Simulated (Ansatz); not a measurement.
What does this script print? It uses the Python package of Ansatz (0.2.0).

The script, `xc_lasi2ru3.py`:
```python
# -*- coding: utf-8 -*-
import argparse
import csv

import ansatz as az

parser = argparse.ArgumentParser(description='Functional comparison for LaSi2Ru3 (totals differ with the potentials too).')
parser.add_argument('--mesh', type=int, nargs=3, default=[5, 5, 7], help='k-point sampling')
parser.add_argument('--smearing-width', type=float, default=0.1, help='smearing width (eV)')
args = parser.parse_args()

lattice = az.Lattice.of(
    [5.799268, 0.0, 0.0],
    [-2.899634, 5.022314, 0.0],
    [0.0, 0.0, 3.49226],
)
sites = [
    ('La', [0.0, 0.0, 0.0]),
    ('Si', [1 / 3, 2 / 3, 0.0]),
    ('Si', [2 / 3, 1 / 3, 0.0]),
    ('Ru', [0.0, 0.5, 0.5]),
    ('Ru', [0.5, 0.5, 0.5]),
    ('Ru', [0.5, 0.0, 0.5]),
]
system = az.Crystal(lattice=lattice)
for symbol, position in sites:
    system = system.atom(symbol, position)

setup = (
    system.calculation()
    .pseudopotentials('paw')
    .kpoints(mesh=args.mesh, center='gamma')
    .occupations(az.OccupationsMethod.GAUSSIAN, width=args.smearing_width)
    .basis(17 * az.Ha)
    .forces()
    .stress()
)

rows = []
for value in ['pbesol', 'lda', 'r2scan']:
    summary = setup.functional(value).run(threads=1).report
    rows.append((value, summary['free_energy_ev'] / len(summary['lattice']['sites']), summary['n_iterations'], sum(summary['stress_gpa'][i][i] for i in range(3)) / 3, max(abs(f) for row in summary['forces_ev_ang'] for f in row), summary['n_kpoints']))

with open('xc.csv', 'w', newline='') as handle:
    writer = csv.writer(handle)
    writer.writerow(['functional', 'F/atom (eV)', 'iterations', 'P (GPa)', 'max component (eV/A)', 'k-points'])
    writer.writerows([round(v, 5) if isinstance(v, float) else v for v in row] for row in rows)
print(open('xc.csv').read())
```

Running `python xc_lasi2ru3.py` prints:
```text
DeckWarning: basis.ecutwfc = 462.593566181796 eV is below the records' recommended 500 eV, and the density's cutoff is lower with it unless basis.ecutrho_ratio is high enough to keep the records' density cutoff: compare with a run at a higher cutoff
functional,F/atom (eV),iterations,P (GPa),max component (eV/A),k-points
pbesol,-4142.93252,7,-6.08448,0.0,20
lda,-4095.33666,7,-9.59978,0.0,20
r2scan,-4203.1688,9,-3.23441,0.0,20
```
(Warnings from the package without file and line.)

The cutoff lies under the one recommended for these potentials in some of the runs. Spin is left out of this run. Under the recommended cutoff a pressure can be off by several GPa, even in sign. For a metal this k-point mesh is coarse: on a finer one energies can move by several to tens of meV an atom and pressures by half a GPa or more, differences at one mesh by less. Forces vanish by symmetry here and test nothing. Pressure is positive in compression. The structure comes from a database of computed cells and needn't be a stable or known phase. Total energies of different functionals can't be compared; pressures, moments and gaps at this one structure can. Wall time of the script: 24 s on 1 thread of Arm Neoverse V1, on a shared host, peak memory 0.67 GiB.
